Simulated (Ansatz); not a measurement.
# SiNH₅: a barrier at many levels of theory, part 2 of 3

Ansatz 0.2.0, Gaussian basis. Earlier steps stand in the parts before.

### 8 B3LYP-D4/def2-TZVPP

The inputs:

r/in.yaml

```yaml
crystal:
  periodic: [false, false, false]
  atoms:
    - {symbol: Si, position_ang: [-0.491397, -0.328987, 0.291354]}
    - {symbol: H, position_ang: [-0.111398, -0.740648, 1.667466]}
    - {symbol: N, position_ang: [0.774953, 0.651167, -0.336497]}
    - {symbol: H, position_ang: [1.728474, 0.331963, -0.276751]}
    - {symbol: H, position_ang: [-1.731238, 0.489344, 0.316830]}
    - {symbol: H, position_ang: [-0.796363, -1.574102, -0.476174]}
    - {symbol: H, position_ang: [0.626969, 1.171462, -1.186229]}
basis:
  gaussian: {orbitals: def2-TZVPP}
hamiltonian: {xc: {name: B3LYP}, dispersion: d4}
```

ts/in.yaml

```yaml
crystal:
  periodic: [false, false, false]
  atoms:
    - {symbol: Si, position_ang: [-0.546304, -0.101209, -0.066752]}
    - {symbol: H, position_ang: [0.493858, -0.552973, 1.297447]}
    - {symbol: N, position_ang: [0.590009, 0.922472, -0.624588]}
    - {symbol: H, position_ang: [0.924285, 0.001193, 0.675931]}
    - {symbol: H, position_ang: [-1.688634, 0.395420, 0.741001]}
    - {symbol: H, position_ang: [-0.849388, -1.490215, -0.520629]}
    - {symbol: H, position_ang: [1.076174, 0.825512, -1.502410]}
basis:
  gaussian: {orbitals: def2-TZVPP}
hamiltonian: {xc: {name: B3LYP}, dispersion: d4}
```

p/in.yaml

```yaml
crystal:
  periodic: [false, false, false]
  atoms:
    - {symbol: Si, position_ang: [-0.683239, 0.125403, -0.517508]}
    - {symbol: H, position_ang: [0.810724, -1.074582, 2.090044]}
    - {symbol: N, position_ang: [0.212248, 1.214457, -1.258240]}
    - {symbol: H, position_ang: [1.161219, -0.452612, 1.867892]}
    - {symbol: H, position_ang: [-1.612837, 0.586594, 0.532695]}
    - {symbol: H, position_ang: [-0.750869, -1.348264, -0.728272]}
    - {symbol: H, position_ang: [0.862753, 0.949204, -1.986611]}
basis:
  gaussian: {orbitals: def2-TZVPP}
hamiltonian: {xc: {name: B3LYP}, dispersion: d4}
```

Each run has its own folder and the same command.

Started as:

```bash
$ ansatz run in.yaml --threads 2 --pin off --events-out ev --progress --plain --max-ram 4352MiB
```

Log of r, shortened:

```text
Functional definition: B3LYP
  name "B3LYP"
  cite "Stephens, Devlin, Chabalowski & Frisch, J. Phys. Chem. 98, 11623 (1994) doi:10.1021/j100096a001"
  cite "Becke, Phys. Rev. A 38, 3098 (1988) doi:10.1103/PhysRevA.38.3098"
  cite "Lee, Yang & Parr, Phys. Rev. B 37, 785 (1988) doi:10.1103/PhysRevB.37.785"
  cite "Vosko, Wilk & Nusair, Can. J. Phys. 58, 1200 (1980) doi:10.1139/p80-159"
[...]
741 factors; their error is unknown
[...]
mean field -9451.36299570 eV, -347.3311837280 hartree, gradient 2.5e-5 eV, S^2 0.000000; 0 other end points of the search recorded, 0 dependent functions left out
reference -9451.36321706 eV, -347.3311918629 hartree; 13, 13 occupied and 130, 130 virtual orbitals, 741 factors
Total energy: -9451.49955489 eV, -347.3362021858 hartree
```

ts printed, shortened:

```text
[... 6 set-up lines as earlier in the session ...]
[...]
741 factors; their error is unknown
[...]
mean field -9447.78404297 eV, -347.1996596410 hartree, gradient 6.8e-5 eV, S^2 0.000000; 0 other end points of the search recorded, 0 dependent functions left out
reference -9447.78426260 eV, -347.1996677124 hartree; 13, 13 occupied and 130, 130 virtual orbitals, 741 factors
Total energy: -9447.92766276 eV, -347.2049375711 hartree
```

Output in p, shortened:

```text
[... 6 set-up lines as earlier in the session ...]
[...]
741 factors; their error is unknown
[...]
mean field -9448.97722908 eV, -347.2435084219 hartree, gradient 3.0e-5 eV, S^2 0.000000; 0 other end points of the search recorded, 0 dependent functions left out
reference -9448.97747770 eV, -347.2435175584 hartree; 13, 13 occupied and 130, 130 virtual orbitals, 741 factors
Total energy: -9449.11587200 eV, -347.2486034553 hartree
```

Wall times: 1.5 s (r), 1.8 s (ts), 1.7 s (p) on 2 threads of Intel Xeon Platinum 8375C at 2.90GHz, shared host.

At this level: barrier 3.572 eV, step energy +2.384 eV.

### 9 r2SCAN0-D4/def2-TZVPP

The same edit goes into each in.yaml of step 8 (r, ts, p):

```diff
-hamiltonian: {xc: {name: B3LYP}, dispersion: d4}
+hamiltonian: {xc: {name: r2SCAN0}, dispersion: d4}
```

One command serves all of them, each in its own folder.

Started as:

```bash
$ ansatz run in.yaml --threads 2 --pin off --events-out ev --progress --plain --max-ram 4352MiB
```

Log of r, shortened:

```text
Functional definition: r2SCAN0
  name "r2SCAN0"
  cite "Bursch, Neugebauer, Ehlert & Grimme, J. Chem. Phys. 156, 134105 (2022) doi:10.1063/5.0086040"
[... 3 set-up lines as earlier in the session ...]
[...]
741 factors; their error is unknown
[...]
mean field -9448.60979171 eV, -347.2300053476 hartree, gradient 1.9e-5 eV, S^2 0.000000; 0 other end points of the search recorded, 0 dependent functions left out
reference -9448.60980044 eV, -347.2300056683 hartree; 13, 13 occupied and 130, 130 virtual orbitals, 741 factors
Total energy: -9448.63229878 eV, -347.2308324671 hartree
```

Log of ts, shortened:

```text
[... 6 set-up lines as earlier in the session ...]
[...]
741 factors; their error is unknown
[...]
mean field -9444.96970641 eV, -347.0962346802 hartree, gradient 6.7e-5 eV, S^2 0.000000; 0 other end points of the search recorded, 0 dependent functions left out
reference -9444.96971481 eV, -347.0962349887 hartree; 13, 13 occupied and 130, 130 virtual orbitals, 741 factors
Total energy: -9444.99326151 eV, -347.0971003141 hartree
```

Log of p, shortened:

```text
[... 6 set-up lines as earlier in the session ...]
[...]
741 factors; their error is unknown
[...]
mean field -9445.97158193 eV, -347.1330529264 hartree, gradient 2.9e-5 eV, S^2 0.000000; 0 other end points of the search recorded, 0 dependent functions left out
reference -9445.97159116 eV, -347.1330532658 hartree; 13, 13 occupied and 130, 130 virtual orbitals, 741 factors
Total energy: -9445.99632104 eV, -347.1339620719 hartree
```

They took 2.8 s (r), 3.7 s (ts), 2.8 s (p) on 2 threads of Intel Xeon Platinum 8375C at 2.90GHz, shared host.

At this level: barrier 3.639 eV, step energy +2.636 eV.

### 10 BHLYP-D4/def2-TZVPP

Each input of step 9 (r, ts, p) changes in the same lines:

```diff
-hamiltonian: {xc: {name: r2SCAN0}, dispersion: d4}
+hamiltonian: {xc: {name: BHLYP}, dispersion: d4}
```

The same command starts each run, in its folder.

Started as:

```bash
$ ansatz run in.yaml --threads 2 --pin off --events-out ev --progress --plain --max-ram 4352MiB
```

Log of r, shortened:

```text
Functional definition: BHLYP
  name "BHLYP"
  cite "Becke, J. Chem. Phys. 98, 1372 (1993) doi:10.1063/1.464304"
[... 2 set-up lines as earlier in the session ...]
[...]
774 factors; their error is unknown
[...]
mean field -9449.69517176 eV, -347.2698923286 hartree, gradient 3.1e-5 eV, S^2 0.000000; 0 other end points of the search recorded, 0 dependent functions left out
reference -9449.69532219 eV, -347.2698978571 hartree; 13, 13 occupied and 130, 130 virtual orbitals, 774 factors
Total energy: -9449.79299480 eV, -347.2734872593 hartree
```

Log of ts, shortened:

```text
[... 5 set-up lines as earlier in the session ...]
[...]
774 factors; their error is unknown
[...]
mean field -9445.82531444 eV, -347.1276776951 hartree, gradient 2.1e-5 eV, S^2 0.000000; 0 other end points of the search recorded, 0 dependent functions left out
reference -9445.82546439 eV, -347.1276832058 hartree; 13, 13 occupied and 130, 130 virtual orbitals, 774 factors
Total energy: -9445.92740337 eV, -347.1314293943 hartree
```

Output in p, shortened:

```text
[... 5 set-up lines as earlier in the session ...]
[...]
774 factors; their error is unknown
[...]
mean field -9447.01544588 eV, -347.1714142191 hartree, gradient 3.5e-5 eV, S^2 0.000000; 0 other end points of the search recorded, 0 dependent functions left out
reference -9447.01561468 eV, -347.1714204222 hartree; 13, 13 occupied and 130, 130 virtual orbitals, 774 factors
Total energy: -9447.11840042 eV, -347.1751977287 hartree
```

Times: 1.9 s (r), 2 s (ts), 1.9 s (p) on 2 threads of Intel Xeon Platinum 8375C at 2.90GHz, shared host.

This gives 3.866 eV for the barrier and +2.675 eV for the step.

### 11 CAM-B3LYP-D4/def2-TZVPP

Each input of step 10 (r, ts, p) changes in the same lines:

```diff
-hamiltonian: {xc: {name: BHLYP}, dispersion: d4}
+hamiltonian: {xc: {name: CAM-B3LYP}, dispersion: d4}
```

One command serves all of them, each in its own folder.

Started as:

```bash
$ ansatz run in.yaml --threads 2 --pin off --events-out ev --progress --plain --max-ram 4352MiB
```

Output in r, shortened:

```text
Functional definition: CAM-B3LYP
  name "CAM-B3LYP"
  cite "Yanai, Tew & Handy, Chem. Phys. Lett. 393, 51 (2004) doi:10.1016/j.cplett.2004.06.011"
  cite "Iikura, Tsuneda, Yanai & Hirao, J. Chem. Phys. 115, 3540 (2001) doi:10.1063/1.1383587"
[... 2 set-up lines as earlier in the session ...]
[...]
  # Exact exchange under (alpha + beta erf(omega r))/r, Becke's under what is left of 1/r.
[...]
741 factors; their error is unknown
207 factors; integrals over basis functions are off by at most 1.5e-5 eV
[...]
mean field -9450.06673672 eV, -347.2835470890 hartree, gradient 2.8e-5 eV, S^2 0.000000; 0 other end points of the search recorded, 0 dependent functions left out
reference -9450.06684453 eV, -347.2835510510 hartree; 13, 13 occupied and 130, 130 virtual orbitals, 741 factors
Total energy: -9450.13590067 eV, -347.2860888176 hartree
```

Log of ts, shortened:

```text
[... 6 set-up lines as earlier in the session ...]
[...]
  # Exact exchange under (alpha + beta erf(omega r))/r, Becke's under what is left of 1/r.
[...]
741 factors; their error is unknown
207 factors; integrals over basis functions are off by at most 1.6e-5 eV
[...]
mean field -9446.36650896 eV, -347.1475662270 hartree, gradient 3.2e-5 eV, S^2 0.000000; 0 other end points of the search recorded, 0 dependent functions left out
reference -9446.36661603 eV, -347.1475701619 hartree; 13, 13 occupied and 130, 130 virtual orbitals, 741 factors
Total energy: -9446.43895556 eV, -347.1502285905 hartree
```

p printed, shortened:

```text
[... 6 set-up lines as earlier in the session ...]
[...]
  # Exact exchange under (alpha + beta erf(omega r))/r, Becke's under what is left of 1/r.
[...]
741 factors; their error is unknown
207 factors; integrals over basis functions are off by at most 2.4e-5 eV
[...]
mean field -9447.50721151 eV, -347.1894862726 hartree, gradient 2.3e-5 eV, S^2 0.000000; 0 other end points of the search recorded, 0 dependent functions left out
reference -9447.50733296 eV, -347.1894907357 hartree; 13, 13 occupied and 130, 130 virtual orbitals, 741 factors
Total energy: -9447.58024621 eV, -347.1921702484 hartree
```

Wall times: 1.9 s (r), 2.1 s (ts), 2.3 s (p) on 2 threads of Intel Xeon Platinum 8375C at 2.90GHz, shared host.

At this level: barrier 3.697 eV, step energy +2.556 eV.

### 12 wB97X-V/def2-TZVPP

Each input of step 11 (r, ts, p) changes in the same lines:

```diff
-hamiltonian: {xc: {name: CAM-B3LYP}, dispersion: d4}
+hamiltonian: {xc: {name: wB97X-V}}
```

Each run has its own folder and the same command.

Started as:

```bash
$ ansatz run in.yaml --threads 2 --pin off --events-out ev --progress --plain --max-ram 4352MiB
```

Log of r, shortened:

```text
Functional definition: wB97X-V
  name "wB97X-V"
  cite "Mardirossian & Head-Gordon, Phys. Chem. Chem. Phys. 16, 9904 (2014) doi:10.1039/C3CP54374A"
[... 2 set-up lines as earlier in the session ...]
[...]
      + integral(e_c_pw_opposite_spin*poly(b97_u_opposite, cos0, cos1)) + vv10(b, c)
741 factors; their error is unknown
187 factors; integrals over basis functions are off by at most 1.0e-5 eV
[...]
mean field -9448.80870042 eV, -347.2373151080 hartree, gradient 2.2e-5 eV, S^2 0.000000; 0 other end points of the search recorded, 0 dependent functions left out
reference -9448.80869861 eV, -347.2373150415 hartree; 13, 13 occupied and 130, 130 virtual orbitals, 741 factors
Total energy: -9448.80869861 eV, -347.2373150415 hartree
```

Output in ts, shortened:

```text
[... 5 set-up lines as earlier in the session ...]
[...]
      + integral(e_c_pw_opposite_spin*poly(b97_u_opposite, cos0, cos1)) + vv10(b, c)
741 factors; their error is unknown
187 factors; integrals over basis functions are off by at most 1.2e-5 eV
[...]
mean field -9445.09022148 eV, -347.1006635273 hartree, gradient 2.6e-5 eV, S^2 0.000000; 0 other end points of the search recorded, 0 dependent functions left out
reference -9445.09021972 eV, -347.1006634626 hartree; 13, 13 occupied and 130, 130 virtual orbitals, 741 factors
Total energy: -9445.09021972 eV, -347.1006634626 hartree
```

p printed, shortened:

```text
[... 5 set-up lines as earlier in the session ...]
[...]
      + integral(e_c_pw_opposite_spin*poly(b97_u_opposite, cos0, cos1)) + vv10(b, c)
741 factors; their error is unknown
187 factors; integrals over basis functions are off by at most 3.2e-5 eV
[...]
mean field -9446.20524712 eV, -347.1416399636 hartree, gradient 4.4e-5 eV, S^2 0.000000; 0 other end points of the search recorded, 0 dependent functions left out
reference -9446.20524519 eV, -347.1416398930 hartree; 13, 13 occupied and 130, 130 virtual orbitals, 741 factors
Total energy: -9446.20524519 eV, -347.1416398930 hartree
```

Times: 5 s (r), 5.5 s (ts), 4.9 s (p) on 2 threads of Intel Xeon Platinum 8375C at 2.90GHz, shared host.

Barrier 3.718 eV; end less start +2.603 eV.

### 13 wB97M-V/def2-TZVPP

The same edit goes into each in.yaml of step 12 (r, ts, p):

```diff
-hamiltonian: {xc: {name: wB97X-V}}
+hamiltonian: {xc: {name: wB97M-V}}
```

Each run has its own folder and the same command.

Started as:

```bash
$ ansatz run in.yaml --threads 2 --pin off --events-out ev --progress --plain --max-ram 4352MiB
```

Log of r, shortened:

```text
Functional definition: wB97M-V
  name "wB97M-V"
  cite "Mardirossian & Head-Gordon, J. Chem. Phys. 144, 214110 (2016) doi:10.1063/1.4952647"
[... 2 set-up lines as earlier in the session ...]
  # Of w^i u^j: cxij and so on, Table III.
[...]
  gx(w, u) = 1 - cx + cx01*u + cx10*w
[...]
      + integral(e_c_pw_mod_opposite_spin*gos(b97_w_opposite, b97_u_opposite)) + vv10(b, c)
741 factors; their error is unknown
187 factors; integrals over basis functions are off by at most 1.0e-5 eV
[...]
mean field -9448.99790364 eV, -347.2442681978 hartree, gradient 6.0e-5 eV, S^2 0.000000; 0 other end points of the search recorded, 0 dependent functions left out
reference -9448.99794772 eV, -347.2442698180 hartree; 13, 13 occupied and 130, 130 virtual orbitals, 741 factors
Total energy: -9448.99794772 eV, -347.2442698180 hartree
```

Output in ts, shortened:

```text
[... 5 set-up lines as earlier in the session ...]
  # Of w^i u^j: cxij and so on, Table III.
[...]
  gx(w, u) = 1 - cx + cx01*u + cx10*w
[...]
      + integral(e_c_pw_mod_opposite_spin*gos(b97_w_opposite, b97_u_opposite)) + vv10(b, c)
741 factors; their error is unknown
187 factors; integrals over basis functions are off by at most 1.2e-5 eV
[...]
mean field -9445.35025665 eV, -347.1102196437 hartree, gradient 2.6e-5 eV, S^2 0.000000; 0 other end points of the search recorded, 0 dependent functions left out
reference -9445.35029945 eV, -347.1102212165 hartree; 13, 13 occupied and 130, 130 virtual orbitals, 741 factors
Total energy: -9445.35029945 eV, -347.1102212165 hartree
```

p printed, shortened:

```text
[... 5 set-up lines as earlier in the session ...]
  # Of w^i u^j: cxij and so on, Table III.
[...]
  gx(w, u) = 1 - cx + cx01*u + cx10*w
[...]
      + integral(e_c_pw_mod_opposite_spin*gos(b97_w_opposite, b97_u_opposite)) + vv10(b, c)
741 factors; their error is unknown
187 factors; integrals over basis functions are off by at most 3.2e-5 eV
[...]
mean field -9446.49846952 eV, -347.1524156883 hartree, gradient 6.1e-5 eV, S^2 0.000000; 0 other end points of the search recorded, 0 dependent functions left out
reference -9446.49851613 eV, -347.1524174011 hartree; 13, 13 occupied and 130, 130 virtual orbitals, 741 factors
Total energy: -9446.49851613 eV, -347.1524174011 hartree
```

They took 3.9 s (r), 5 s (ts), 5.5 s (p) on 2 threads of Intel Xeon Platinum 8375C at 2.90GHz, shared host.

Barrier 3.648 eV; end less start +2.499 eV.

### 14 B2PLYP/def2-TZVPP

Each input of step 13 (r, ts, p) changes in the same lines:

```diff
-hamiltonian: {xc: {name: wB97M-V}}
+hamiltonian: {xc: {name: B2PLYP}}
```

Each run has its own folder and the same command.

Started as:

```bash
$ ansatz run in.yaml --threads 2 --pin off --events-out ev --progress --plain --max-ram 4352MiB
```

Output in r, shortened:

```text
Functional definition: B2PLYP
  name "B2PLYP"
  cite "Grimme, J. Chem. Phys. 124, 034108 (2006) doi:10.1063/1.2148954"
[... 2 set-up lines as earlier in the session ...]
[...]
808 factors; integrals over basis functions are off by at most 1.0e-3 eV
[...]
mean field -9442.85528204 eV, -347.0185310179 hartree, gradient 3.7e-6 eV, S^2 0.000000; 0 other end points of the search recorded, 0 dependent functions left out
6 core orbitals not correlated: weight in the atoms' cores, before any rotation towards them, 1.000 or more for the frozen orbitals, at most 0.000 for the correlated occupied ones
reference -9442.85542250 eV, -347.0185361795 hartree; 7, 7 occupied and 130, 130 virtual orbitals, 808 factors
second order -11.57427202 eV of doubles, -0.00000000 eV of singles
Total energy: -9445.98047594 eV, -347.1333797754 hartree
```

Log of ts, shortened:

```text
[... 5 set-up lines as earlier in the session ...]
[...]
814 factors; integrals over basis functions are off by at most 9.9e-4 eV
[...]
mean field -9438.95770605 eV, -346.8752977421 hartree, gradient 3.0e-6 eV, S^2 0.000000; 0 other end points of the search recorded, 0 dependent functions left out
6 core orbitals not correlated: weight in the atoms' cores, before any rotation towards them, 1.000 or more for the frozen orbitals, at most 0.000 for the correlated occupied ones
reference -9438.95784601 eV, -346.8753028855 hartree; 7, 7 occupied and 130, 130 virtual orbitals, 814 factors
second order -12.62309177 eV of doubles, -0.00000000 eV of singles
Total energy: -9442.36608079 eV, -347.0005532034 hartree
```

Log of p, shortened:

```text
[... 5 set-up lines as earlier in the session ...]
[...]
810 factors; integrals over basis functions are off by at most 1.0e-3 eV
[...]
mean field -9440.23317526 eV, -346.9221703711 hartree, gradient 7.8e-6 eV, S^2 0.000000; 0 other end points of the search recorded, 0 dependent functions left out
6 core orbitals not correlated: weight in the atoms' cores, before any rotation towards them, 1.000 or more for the frozen orbitals, at most 0.000 for the correlated occupied ones
reference -9440.23333301 eV, -346.9221761682 hartree; 7, 7 occupied and 130, 130 virtual orbitals, 810 factors
second order -12.42525915 eV of doubles, -0.00000000 eV of singles
Total energy: -9443.58815298 eV, -347.0454635281 hartree
```

Wall times: 2.9 s (r), 3 s (ts), 3.1 s (p) on 2 threads of Intel Xeon Platinum 8375C at 2.90GHz, shared host.

This gives 3.614 eV for the barrier and +2.392 eV for the step.

### 15 PBE-QIDH/def2-TZVPP

Each input of step 14 (r, ts, p) changes in the same lines:

```diff
-hamiltonian: {xc: {name: B2PLYP}}
+hamiltonian: {xc: {name: PBE-QIDH}}
```

The same command starts each run, in its folder.

Started as:

```bash
$ ansatz run in.yaml --threads 2 --pin off --events-out ev --progress --plain --max-ram 4352MiB
```

Output in r, shortened:

```text
Functional definition: PBE-QIDH
  name "PBE-QIDH"
  cite "Brémond, Sancho-García, Pérez-Jiménez & Adamo, J. Chem. Phys. 141, 031101 (2014) doi:10.1063/1.4890314"
[... 1 set-up line as earlier in the session ...]
[...]
808 factors; integrals over basis functions are off by at most 1.0e-3 eV
[...]
mean field -9439.28786602 eV, -346.8874308971 hartree, gradient 4.6e-6 eV, S^2 0.000000; 0 other end points of the search recorded, 0 dependent functions left out
6 core orbitals not correlated: weight in the atoms' cores, before any rotation towards them, 1.000 or more for the frozen orbitals, at most 0.000 for the correlated occupied ones
reference -9439.28787689 eV, -346.8874312965 hartree; 7, 7 occupied and 130, 130 virtual orbitals, 808 factors
second order -10.76662295 eV of doubles, -0.00000000 eV of singles
Total energy: -9442.87675120 eV, -347.0193199950 hartree
```

ts printed, shortened:

```text
[... 4 set-up lines as earlier in the session ...]
[...]
814 factors; integrals over basis functions are off by at most 9.9e-4 eV
[...]
mean field -9435.30447485 eV, -346.7410439715 hartree, gradient 4.0e-6 eV, S^2 0.000000; 0 other end points of the search recorded, 0 dependent functions left out
6 core orbitals not correlated: weight in the atoms' cores, before any rotation towards them, 1.000 or more for the frozen orbitals, at most 0.000 for the correlated occupied ones
reference -9435.30448575 eV, -346.7410443723 hartree; 7, 7 occupied and 130, 130 virtual orbitals, 814 factors
second order -11.63794200 eV of doubles, -0.00000000 eV of singles
Total energy: -9439.18379975 eV, -346.8836065323 hartree
```

Output in p, shortened:

```text
[... 4 set-up lines as earlier in the session ...]
[...]
810 factors; integrals over basis functions are off by at most 1.0e-3 eV
[...]
mean field -9436.42665140 eV, -346.7822831992 hartree, gradient 1.8e-6 eV, S^2 0.000000; 0 other end points of the search recorded, 0 dependent functions left out
6 core orbitals not correlated: weight in the atoms' cores, before any rotation towards them, 1.000 or more for the frozen orbitals, at most 0.000 for the correlated occupied ones
reference -9436.42666350 eV, -346.7822836439 hartree; 7, 7 occupied and 130, 130 virtual orbitals, 810 factors
second order -11.42048812 eV of doubles, -0.00000000 eV of singles
Total energy: -9440.23349287 eV, -346.9221820430 hartree
```

Times: 3.4 s (r), 3.2 s (ts), 3 s (p) on 2 threads of Intel Xeon Platinum 8375C at 2.90GHz, shared host.

This gives 3.693 eV for the barrier and +2.643 eV for the step.

(Part 2 of 3 ends here.)
